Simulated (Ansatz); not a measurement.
# MgSnP2: a single-point run

The task is a single-point run on MgSnP2. The structure is shown as the input types it. The cell is built on a prototype (ordering on zincblende) and needn't be the phase found in nature.

Computed with Ansatz 0.2.0 (density functional or hybrid calculation with the settings of its input, plane waves, unless a step's input says otherwise).

1 further run of the same task is left out (it didn't finish).

### Step 1. Starting point

The structure is tetragonal, space group P-4m2 (No. 115). Conventional cell: a = 4.085 Å, b = 4.085 Å, c = 5.970 Å, α = 90.00°, β = 90.00°, γ = 90.00°. Around Mg (site symmetry -4m2) lie 4 P at 2.52 Å. Around P (site symmetry 2mm) lie 2 Mg at 2.52 Å and 2 Sn at 2.53 Å. Around Sn (site symmetry -4m2) lie 4 P at 2.53 Å.

Structure file:

```cif
data_structure
_symmetry_space_group_name_H-M 'P 1'
_symmetry_Int_Tables_number 1
_cell_length_a 4.0848
_cell_length_b 4.0848
_cell_length_c 5.9699
_cell_angle_alpha 90.000
_cell_angle_beta 90.000
_cell_angle_gamma 90.000
_cell_volume 99.61
loop_
_atom_site_label
_atom_site_type_symbol
_atom_site_fract_x
_atom_site_fract_y
_atom_site_fract_z
_atom_site_occupancy
Mg1 Mg 0.00000 0.00000 0.00000 1
P1 P 0.00000 0.50000 0.24852 1
Sn1 Sn 0.50000 0.50000 0.50000 1
P2 P 0.50000 0.00000 0.75148 1
```

### Step 2. The run

Contents of input.yaml:

```yaml
crystal:
  lattice:
    - [4.0847604115, 0.0, 0.0]
    - [0.0, 4.0847604115, 0.0]
    - [0.0, 0.0, 5.9698508676]
  atoms:
    - { symbol: Mg, position: [0.0, 0.0, 0.0] }
    - { symbol: P, position: [0.0, 0.5, 0.2485162027] }
    - { symbol: Sn, position: [0.5, 0.5, 0.5] }
    - { symbol: P, position: [0.5, 0.0, 0.7514837973] }
kpoints:
  mp_grid: { grid: [1, 1, 8] }
hamiltonian:
  xc: pbesol
scf:
  occupations: { method: fixed }
  n_extra_bands: 5
output:
  forces: true
  stress: true
  eigenvalues: true
```

The run is started by

```console
> ansatz run input.yaml --threads 4 --pin off --max-ram 3686MiB --backend cpu --events-out ev --progress --plain --runs-dir out
```

Q: Will this input give a usable result? If not, why, and what should change?

This run ends as converged. That alone doesn't make the input a sound one.

Fixed occupations are right only where a gap separates filled from empty bands at every k-point. This system has one (0.39 eV on the mesh), so they are sound here.

The occupations need no remedy; a run with other occupations serves as a check.
